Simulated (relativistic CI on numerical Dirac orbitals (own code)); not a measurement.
# Ta⁶⁸⁺: one ion under different settings

How much do the settings matter for Ta⁶⁸⁺? One ion, several inputs.

Program: relativistic CI on numerical Dirac orbitals (own code) version 3. Level of theory: Dirac-Coulomb-Breit CI, KLI orbitals optimised for each configuration, model QED (radiative potential, 1s self-energy scaled to tabulated hydrogen-like ionisation energies), numerical settings as typed. These are calculated values, not measurements, unless marked.

## (1) The system

* ion: Ta⁶⁸⁺ (Ta LXIX)
* nuclear charge: 73
* electrons: 5
* isotope: A = 181

## (2) The usual input

Settings, as recorded:

```ini
atom Ta  Z=73  charge=68  electrons=5
nucleus A=181  rms_radius_fm=5.3507
hamiltonian dirac-coulomb  breit=on  qed=on  c_scale=1
orbitals kli  potential=per-configuration
slater_scale 1
correlation none
mixing on
grid step=0.0125 r_max=2
scf mixing=0.4 start=green max_iterations=150 tolerance=2e-08 node_fill=0.05
configurations
  [He] 2s2 2p
end
```

Launch:

```console
python run_levels.py task.json out
```

The settings of every run stand in task.json; they run in order.

## (3) End of the grid 1.0, Breit term off, Slater scale 0.5

Settings, as recorded:

```ini
atom Ta  Z=73  charge=68  electrons=5
nucleus A=181  rms_radius_fm=5.3507
hamiltonian dirac-coulomb  breit=off  qed=on  c_scale=1
orbitals kli  potential=per-configuration
slater_scale 0.5
correlation none
mixing on
grid step=0.0125 r_max=1
scf mixing=0.4 start=green max_iterations=150 tolerance=2e-08 node_fill=0.05
configurations
  [He] 2s2 2p
end
```

## (4) QED terms off

Settings, as recorded:

```ini
atom Ta  Z=73  charge=68  electrons=5
nucleus A=181  rms_radius_fm=5.3507
hamiltonian dirac-coulomb  breit=on  qed=off  c_scale=1
orbitals kli  potential=per-configuration
slater_scale 1
correlation none
mixing on
grid step=0.0125 r_max=2
scf mixing=0.4 start=green max_iterations=150 tolerance=2e-08 node_fill=0.05
configurations
  [He] 2s2 2p
end
```

## (5) QED terms off, iteration limit 30, Slater scale 1.2

Settings, as recorded:

```ini
atom Ta  Z=73  charge=68  electrons=5
nucleus A=181  rms_radius_fm=5.3507
hamiltonian dirac-coulomb  breit=on  qed=off  c_scale=1
orbitals kli  potential=per-configuration
slater_scale 1.2
correlation none
mixing on
grid step=0.0125 r_max=2
scf mixing=0.4 start=green max_iterations=30 tolerance=2e-08 node_fill=0.05
configurations
  [He] 2s2 2p
end
```

## (6) Breit term off

Settings, as recorded:

```ini
atom Ta  Z=73  charge=68  electrons=5
nucleus A=181  rms_radius_fm=5.3507
hamiltonian dirac-coulomb  breit=off  qed=on  c_scale=1
orbitals kli  potential=per-configuration
slater_scale 1
correlation none
mixing on
grid step=0.0125 r_max=2
scf mixing=0.4 start=green max_iterations=150 tolerance=2e-08 node_fill=0.05
configurations
  [He] 2s2 2p
end
```

## (7) Node fill 5

Settings, as recorded:

```ini
atom Ta  Z=73  charge=68  electrons=5
nucleus A=181  rms_radius_fm=5.3507
hamiltonian dirac-coulomb  breit=on  qed=on  c_scale=1
orbitals kli  potential=per-configuration
slater_scale 1
correlation none
mixing on
grid step=0.0125 r_max=2
scf mixing=0.4 start=green max_iterations=55 tolerance=2e-08 node_fill=5
configurations
  [He] 2s2 2p
end
```

(Steps that only read results are left out.)

**Question.** What will these runs give? Wanted: lowest level, usual settings; total energy; first excitation.

As calculated:

| setting | total energy less usual (Ha) | largest shift of a level among the lowest eight of both runs, same label and place (cm⁻¹) | SCF iterations | time | lowest level | kind of change |
| --- | --- | --- | --- | --- | --- | --- |
| usual | 0 | 0 | 7 | 0.088 s | 2p 2P°1/2 | - |
| end of the grid 1.0, Breit term off, Slater scale 0.5 | -8.05 | 142000 | 7 | 0.075 s | 2p 2P°1/2 | model term |
| QED terms off | -10.2 | 11000 | 7 | 0.028 s | 2p 2P°1/2 | model term |
| QED terms off, iteration limit 30, Slater scale 1.2 | -10.2 | 11000 | 7 | 0.026 s | 2p 2P°1/2 | model term |
| Breit term off | -8.05 | 142000 | 7 | 0.083 s | 2p 2P°1/2 | model term |
| node fill 5 | -0.0438 | 5280 | 7 | 0.086 s | 2p 2P°1/2 | unsound |

```
                    quantity          value
lowest level, usual settings      2p 2P°1/2
                total energy  -7766.2557 Ha
            first excitation     1381.05 eV
```

In words: Among the runs whose levels can be followed, they move most under «Breit term off» (model term), by up to 142000 cm⁻¹. Only the listed configurations are in the model.
